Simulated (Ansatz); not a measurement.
# AlFGeH4: how energies converge with the basis set

One table from this session's results is given with a row withheld; the runs are named, their logs left out.

Program: Ansatz 0.2.0, Gaussian basis. Level of theory: one geometry, several basis sets. These are calculated values, not measurements.

Plan: PBE0-D4/def2-SVP; ωB97M-V/def2-SVP; PBE0-D4/def2-QZVPP; ωB97M-V/def2-QZVPP; the functionals' def2-TZVPP values are taken from earlier runs.

**Structure used throughout**

All runs share one geometry, relaxed beforehand with PBE0-D4 in a triple-zeta def2 set.

SMILES `[F][AlH][GeH3]`, 7 atoms, charge 0, spin multiplicity 1.

Atoms are counted from 1 here; the program's logs count them from 0.

Bond lengths: F1–Al2 1.652 Å, Al2–Ge3 2.469 Å, Al2–H4 1.581 Å, Ge3–H5 1.542 Å, Ge3–H6 1.538 Å, Ge3–H7 1.540 Å. Angles: F1–Al2–Ge3 116.8°, F1–Al2–H4 116.2°, Ge3–Al2–H4 126.9°, Al2–Ge3–H5 110.5°, Al2–Ge3–H6 112.6°, Al2–Ge3–H7 111.5°, H5–Ge3–H6 107.3°, H5–Ge3–H7 106.7°, H6–Ge3–H7 107.9°.

Coordinates:

```
atom    x (Å)    y (Å)    z (Å)
  F1  -2.0020  -1.4878   0.7165
 Al2  -0.4915  -1.3271   0.0666
 Ge3   0.4282   0.9603  -0.0651
  H4   0.2040  -2.6599  -0.4226
  H5   0.0957   1.5992  -1.4280
  H6  -0.1364   1.8870   1.0248
  H7   1.9633   0.9602   0.0623
```

Set-up of the first run:

Contents of in.yaml:

```yaml
crystal:
  periodic: [false, false, false]
  atoms:
    - {symbol: F, position_ang: [-2.002038, -1.487760, 0.716483]}
    - {symbol: Al, position_ang: [-0.491467, -1.327136, 0.066551]}
    - {symbol: Ge, position_ang: [0.428226, 0.960289, -0.065095]}
    - {symbol: H, position_ang: [0.203956, -2.659855, -0.422582]}
    - {symbol: H, position_ang: [0.095684, 1.599173, -1.428005]}
    - {symbol: H, position_ang: [-0.136399, 1.886993, 1.024774]}
    - {symbol: H, position_ang: [1.963338, 0.960195, 0.062272]}
basis:
  gaussian: {orbitals: def2-SVP}
hamiltonian: {xc: pbe0, dispersion: d4}
output: {orbitals: {seedname: orbitals}}
```

Steps of the session up to this table: PBE0-D4 in def2-SVP; ωB97M-V in def2-SVP; PBE0-D4 in def2-QZVPP; ωB97M-V in def2-QZVPP.

One of the session's tables, all rows but one given; the rest of the session is left out.

It belongs to the step «Density functionals: the series». 

| functional | basis | HOMO (eV) | LUMO (eV) |
| --- | --- | --- | --- |
| PBE0-D4 | def2-SVP | -7.83 | -1.65 |
| PBE0-D4 | def2-TZVPP | -7.86 | -1.74 |
| PBE0-D4 | def2-QZVPP | -7.87 | -1.76 |
| ωB97M-V | def2-SVP | -9.81 | 0.09 |
| ωB97M-V | def2-TZVPP | ? | ? |
| ωB97M-V | def2-QZVPP | -9.88 | -0.21 |

Estimate the missing values for ωB97M-V, def2-TZVPP.

As computed: HOMO (eV): -9.87; LUMO (eV): -0.08. In the column «HOMO (eV)» it lies between ωB97M-V, def2-QZVPP (-9.88) and ωB97M-V, def2-SVP (-9.81).
